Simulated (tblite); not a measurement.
# C5H9BCl2Si: the cost of one run

Computed with tblite 0.8.0 and PySCF 2.14.0, with density-fitted response routines of our own, on a single molecule in the gas phase. Atoms count from 0, in the outputs and in this text.

## (1) The molecule as given

18 atoms, charge 0, multiplicity 1; geometry from: force field or distance geometry start.

Bonds of the start (Å): Cl0–B1 1.87, B1–Cl2 1.84, B1–C3 1.56, C3–C4 1.34, C4–Si5 1.86, Si5–C6 1.88, C6–C7 1.52, C7–C8 1.48, C8–C3 1.46, C4–H9 1.08, Si5–H10 1.44, Si5–H11 1.46, C6–H12 1.12, C6–H13 1.08, C7–H14 1.13, C7–H15 1.14, C8–H16 1.13, C8–H17 1.13.

## (2) Geometry optimisation with GFN2-xTB

Job settings and geometry (Å):

```
{"job": {"kind": "relax", "xc": "GFN2-xTB", "basis": "xTB"}, "charge": 0, "multiplicity": 1}
Cl     3.272900    -0.725600     2.011800
B      2.675200     0.000400     0.393000
Cl     3.887400     0.131600    -0.979300
C      1.133300     0.114300     0.154700
C      0.585600     1.319400     0.339900
Si    -1.237300     1.564800     0.072700
C     -1.920200    -0.182100     0.231700
C     -0.988100    -0.940100    -0.700800
C      0.401400    -1.093900    -0.220200
H      1.229700     2.137400     0.623900
H     -1.844500     2.500300     0.990100
H     -1.389700     1.925800    -1.330200
H     -1.658900    -0.545200     1.259400
H     -2.972200    -0.259900    -0.016900
H     -1.095800    -0.553000    -1.755900
H     -1.450000    -1.978300    -0.709300
H      0.385500    -1.793600     0.660700
H      0.976700    -1.615800    -1.036800
```

On the command line:

```sh
$ OMP_NUM_THREADS=1 python probes_run.py task.json out
```

One launch serves the whole session: the jobs run in the order shown.

**Question.** How long does this first job take on 1 thread of Arm Neoverse N1, shared host, and how much memory does it need?

About 2.5 s, with a peak of 0.18 GiB.
